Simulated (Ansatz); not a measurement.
# GaAs: the cost of one run

Computed with Ansatz 0.2.0 (DFT LDA, scalar-relativistic, plane waves, PAW, unless a step's input says otherwise).

3 further runs of the same task are left out: 1 that didn't finish, 2 set aside as unsound or not needed.

### 1 The structure to begin with

The structure is cubic, space group F-43m (No. 216). Conventional cell: a = 5.603 Å, b = 5.603 Å, c = 5.603 Å, α = 90.00°, β = 90.00°, γ = 90.00°. Around Ga (site symmetry -43m) lie 4 As at 2.43 Å. Around As (site symmetry -43m) lie 4 Ga at 2.43 Å.

As a file:

```cif
data_structure
_symmetry_space_group_name_H-M 'F-43m'
_symmetry_Int_Tables_number 216
_cell_length_a 5.6031
_cell_length_b 5.6031
_cell_length_c 5.6031
_cell_angle_alpha 90.000
_cell_angle_beta 90.000
_cell_angle_gamma 90.000
_cell_volume 175.91
loop_
_atom_site_label
_atom_site_type_symbol
_atom_site_symmetry_multiplicity
_atom_site_Wyckoff_symbol
_atom_site_fract_x
_atom_site_fract_y
_atom_site_fract_z
_atom_site_occupancy
Ga1 Ga 4 a 0.00000 0.00000 0.00000 1
As1 As 4 c 0.25000 0.25000 0.25000 1
```

It is the result of an earlier relaxation at this level (volume 21.99 Å³/atom; gap on the mesh: 0.49 eV).

### 2 Relaxing at 2 GPa

What is minimised here is the enthalpy; the energy can go up as the cell is squeezed.

Input file input.yaml:

```yaml
crystal:
  lattice:
    - [0.0, 2.8015748668, 2.8015748668]
    - [2.8015748668, 0.0, 2.8015748668]
    - [2.8015748668, 2.8015748668, 0.0]
  atoms:
    - { symbol: Ga, position: [0.0, 0.0, 0.0] }
    - { symbol: As, position: [0.75, 0.75, 0.75] }
basis:
  ecutwfc: 420
kpoints:
  mp_grid: { grid: [12, 12, 12] }
hamiltonian:
  xc: lda
scf:
  occupations: { method: fixed }
output:
  forces: true
  stress: true
  eigenvalues: true
relax:
  adjacent_minimum: "off"
  f_tol: 0.001
  max_steps: 60
  cell: { stress_tol: 0.02, p_target: 2.0 }
```

Started as:

```bash
$ ansatz run input.yaml --threads 1 --pin off --max-ram 1228MiB --backend cpu --events-out ev --progress --plain --runs-dir out
```

What time and memory should one allow on 1 thread of Arm Neoverse V2, shared host?

About 23 s, with a peak of 0.36 GiB.
